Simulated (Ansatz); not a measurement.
Working through an equation of state with a fit of YHSe, space group P-6m2

Computed with Ansatz 0.2.0, Python API.

The cells in order, each with its output:

```python
import ansatz as az
import numpy as np
from scipy.optimize import curve_fit

vectors0 = np.array([
    [3.840931, 0.0, 0.0],
    [-1.920466, 3.326344, 0.0],
    [0.0, 0.0, 3.91555],
])
sites = [
    ("Y", (0.0, 0.0, 0.0)),
    ("H", (1 / 3, 2 / 3, 0.0)),
    ("Se", (2 / 3, 1 / 3, 0.5)),
]
```

```python
def crystal_on(cell):
    crystal = az.Crystal(lattice=az.Lattice.of(cell))
    for symbol, position in sites:
        crystal = crystal.atom(symbol, position)
    return crystal
```

```python
def vinet(v, e0, v0, b0, b1):
    eta = (v / v0) ** (1 / 3)
    return e0 + 2 * b0 * v0 / (b1 - 1) ** 2 * (2 - (5 + 3 * b1 * (eta - 1) - 3 * eta) * np.exp(-1.5 * (b1 - 1) * (eta - 1)))
```

```python
# scale the volume, keep shape and fractions
volumes, energies = [], []
for scale in np.linspace(0.92, 1.08, 7):
    cell = vectors0 * scale ** (1 / 3)
    calculation = (
        crystal_on(cell).calculation()
        .pseudopotentials("nc")
        .scf(tolerance=1e-05)
        .functional("r2scan")
        .occupations(az.OccupationsMethod.FIXED)
        .kpoints(6, 6, 5)
    )
    data = calculation.run().report
    volumes.append(abs(np.linalg.det(cell)) / len(sites))
    energies.append(data["free_energy_ev"] / len(sites))
    print(f"V = {volumes[-1]:8.4f} A^3/atom  F = {energies[-1]:.5f} eV/atom")
```

    DeckWarning: basis.ecutwfc = 1230 eV, auto-derived from the records' recommended cutoffs: set by Se (normal level)
    V =  15.3413 A^3/atom  F = -1492.17191 eV/atom
    V =  15.7860 A^3/atom  F = -1492.19101 eV/atom
    V =  16.2307 A^3/atom  F = -1492.20164 eV/atom
    V =  16.6754 A^3/atom  F = -1492.20488 eV/atom
    V =  17.1200 A^3/atom  F = -1492.20189 eV/atom
    V =  17.5647 A^3/atom  F = -1492.19284 eV/atom
    V =  18.0094 A^3/atom  F = -1492.18064 eV/atom

```python
guess = (min(energies), volumes[int(np.argmin(energies))], 0.5, 4.5)
(e0, v0, b0, b1), _ = curve_fit(vinet, np.array(volumes), np.array(energies), p0=guess, maxfev=20000)
print(f"Vinet fit: V0 = {v0:.4f} A^3/atom, B0 = {160.21766 * b0:.1f} GPa, B1 = {b1:.2f}")
print("largest residual", round(1000 * float(np.abs(vinet(np.array(volumes), e0, v0, b0, b1) - energies).max()), 3), "meV/atom")
```

    Vinet fit: V0 = 16.6617 A^3/atom, B0 = 84.5 GPa, B1 = 5.46
    largest residual 0.418 meV/atom

A third-order Birch-Murnaghan fit through the 7 points has its minimum at 16.66 Å³ an atom, 0.1 % below the typed cell, with a bulk modulus of 84 GPa and dB/dP = 5.5. From that minimum the energy rises by 32.9 meV an atom on the compressed side and 24.1 meV on the expanded side.

Reading the output:
- These settings explore the input space; cutoff and mesh may be short of convergence.
- The run is spin-unpolarised.
- Shape and fractional positions are held along the curve, so the bulk modulus is an upper value where they are free to relax, by a factor of two or more in layered or hydrogen-bonded cells.
- Such functionals run on norm-conserving files made under PBE, which can move pressures by some GPa.
- The structure comes from a database of computed cells and needn't be a stable or known phase.
- Warnings are shown shortened and without file and line.
- Hardware and time: 52 s on 1 thread of Arm Neoverse V1 (shared host), peak memory 0.47 GiB.
